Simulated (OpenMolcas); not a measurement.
# Cr²⁺ among point charges: CASSCF and CASPT2 levels and susceptibility

How does a field of 5 point charges split the states of Cr²⁺, and what χT follows?

Program: OpenMolcas 26.06. Level of theory: state-averaged CASSCF and CASPT2, spin-orbit coupling by RASSI with atomic mean-field integrals. These are calculated values, not measurements, unless marked.

## 1. The system

- Species: Cr²⁺ (chromium, Z = 24, 22 electrons)
- Basis: ANO-RCC-VDZP [5s4p2d1f], 34 functions
- Scalar Hamiltonian: DKH2, point nucleus
- Inactive shells: 1s 2s 2p 3s 3p
- Active space: 4 electrons in 5 orbitals (3d)
- Some configurations of this space: 3d4
- Orbitals: optimised for each spin and parity, averaged over all roots

The outer shells:

3d4
```
3d [↑ ][↑ ][↑ ][↑ ][  ]
```

The ion sits among 5 point charges of -1.5 e arranged as a trigonal bipyramid (D3h), 2.06 Å from the ion, with the axial distance 2.410 Å.

Each step is its own input file, run in one work folder so that later steps find the files of earlier ones. Labels, J, g values, rates, χT and fits are worked out afterwards by a script from the matrices that RASSI stores.

## 2. GATEWAY and SEWARD: basis and integrals

a.inp

```
&GATEWAY
Coord
1

Cr 0.0 0.0 0.0
Basis=ANO-RCC-VDZP
Group=NoSym
NoMove
AngMom=0.0 0.0 0.0
AMFI
XField
5 Angstrom 0
2.060000 0.000000 0.000000 -1.500000
-1.030000 1.784012 0.000000 -1.500000
-1.030000 -1.784012 0.000000 -1.500000
0.000000 0.000000 2.410200 -1.500000
0.000000 0.000000 -2.410200 -1.500000
&SEWARD
```

Launch:

```sh
OMP_NUM_THREADS=1 MOLCAS_MEM=1689 MOLCAS_PROJECT=a pymolcas a.inp > a.log
```

## 3. Reference wave functions, quintets, 5 roots

a.inp

```
&RASSCF
FileOrb=start.orb
Symmetry=1
Spin=5
nActEl=4 0 0
Inactive=9
Ras2=5
CIRoot=5 5 1
SDav=5
CIMx=300
Iter=120 100
PrWF=0.3
OrbListing=Nothing
MaxOrb=0
>>> COPY $Project.JobIph JOB001
```

start.orb holds the contracted functions of the basis, ordered by shell, or the orbitals of the step before.

## 4. CASSCF: triplets, 45 roots

a.inp

```
&RASSCF
FileOrb=start.orb
Symmetry=1
Spin=3
nActEl=4 0 0
Inactive=9
Ras2=5
CIRoot=45 45 1
SDav=45
CIMx=300
Iter=120 100
PrWF=0.3
OrbListing=Nothing
MaxOrb=0
>>> COPY $Project.JobIph JOB002
```

## 5. Reference wave functions, singlets, 50 roots

a.inp

```
&RASSCF
FileOrb=start.orb
Symmetry=1
Spin=1
nActEl=4 0 0
Inactive=9
Ras2=5
CIRoot=50 50 1
SDav=50
CIMx=300
Iter=120 100
PrWF=0.3
OrbListing=Nothing
MaxOrb=0
>>> COPY $Project.JobIph JOB003
```

## 6. RASSI: spin-orbit coupling between the states

a.inp

```
&RASSI
NrOfJobIphs=3 5 45 50
1 2 3 4 5
1 2 3 4 5 6 7 8 9 10 11 12 13 14 15 16 17 18 19 20 21 22 23 24 25 26 27
28 29 30 31 32 33 34 35 36 37 38 39 40 41 42 43 44 45
1 2 3 4 5 6 7 8 9 10 11 12 13 14 15 16 17 18 19 20 21 22 23 24 25 26 27
28 29 30 31 32 33 34 35 36 37 38 39 40 41 42 43 44 45 46 47 48 49 50
IphNames
JOB001
JOB002
JOB003
EJob
SpinOrbit
DIPRint=1.0
SOCoupling=1000.0
Subsets=2
Property=9
'ANGMOM' 1 'ANGMOM' 2 'ANGMOM' 3 'MLTPL  1' 1 'MLTPL  1' 2 'MLTPL  1' 3
'AMFI' 1 'AMFI' 2 'AMFI' 3
SOProperty=3
'ANGMOM' 1 'ANGMOM' 2 'ANGMOM' 3
```

## 7. CASPT2: IPEA 0.25, imaginary shift 0.1 (closed shells correlated: 3s 3p)

a.inp

```
>>> COPY JOB001 $Project.JobIph
&CASPT2
Multistate=5 1 2 3 4 5
NoMult
Frozen=5
IPEA=0.25
Imaginary=0.1
MaxIter=60
WThr=0.0 0.3 0.05
PrWF=0.5
NoMix
>>> COPY JOB002 $Project.JobIph
&CASPT2
Multistate=45 1 2 3 4 5 6 7 8 9 10 11 12 13 14 15 16 17 18 19 20 21 22
23 24 25 26 27 28 29 30 31 32 33 34 35 36 37 38 39 40 41 42 43 44 45
NoMult
Frozen=5
IPEA=0.25
Imaginary=0.1
MaxIter=60
WThr=0.0 0.3 0.05
PrWF=0.5
NoMix
>>> COPY JOB003 $Project.JobIph
&CASPT2
Multistate=50 1 2 3 4 5 6 7 8 9 10 11 12 13 14 15 16 17 18 19 20 21 22
23 24 25 26 27 28 29 30 31 32 33 34 35 36 37 38 39 40 41 42 43 44 45 46
47 48 49 50
NoMult
Frozen=5
IPEA=0.25
Imaginary=0.1
MaxIter=60
WThr=0.0 0.3 0.05
PrWF=0.5
NoMix
```

(Steps that only read results are left out.)

Q: Predict the outcome of this session. Wanted: spin-free ground state; first state of the same spin within the active space; lowest level; next level.

**Answer**, as computed:

| quantity | value |
| --- | --- |
| method | SS-CASPT2, IPEA 0.25, imaginary shift 0.1 (closed shells correlated: 3s 3p) |
| spin-free ground state | 5A1, 1-fold in its orbital part |
| first state of the same spin within the active space | 5E at 1180 cm⁻¹ |
| lowest level | 1-fold A1 |
| next level | 5.4 cm⁻¹ |
| χT at 300 K | 2.85 cm³ K/mol |
| effective moment at 300 K | 4.78 μB |

Cost by method:

```
                                              method  time of its own steps  time with the reference
                                           A. CASSCF                   37 s                     37 s
B. SS-CASPT2, IPEA 0.25, imaginary shift 0.1, +3s 3p                   15 s                     52 s
```

Times are of one thread on a shared host.

In words: The spin-free ground state (5A1) comes to 100 % from free-ion D terms and keeps the highest spin of the shell. χT at 300 K is 2.85, against 3.01 cm³ K/mol for the spin alone; near agreement at one temperature doesn't show that the orbital moment is quenched. An active space of the d shell alone favours high spin; real ions in strong fields can be low spin. CASPT2 does not keep the components of a term degenerate, and the means are used. The field of point charges can differ much from that of real complexes. With metal d orbitals alone active, the gaps between spin states are rough; where two lie within a few thousand cm-1, their order is open. This is an electrostatic model: the charges have no orbitals.
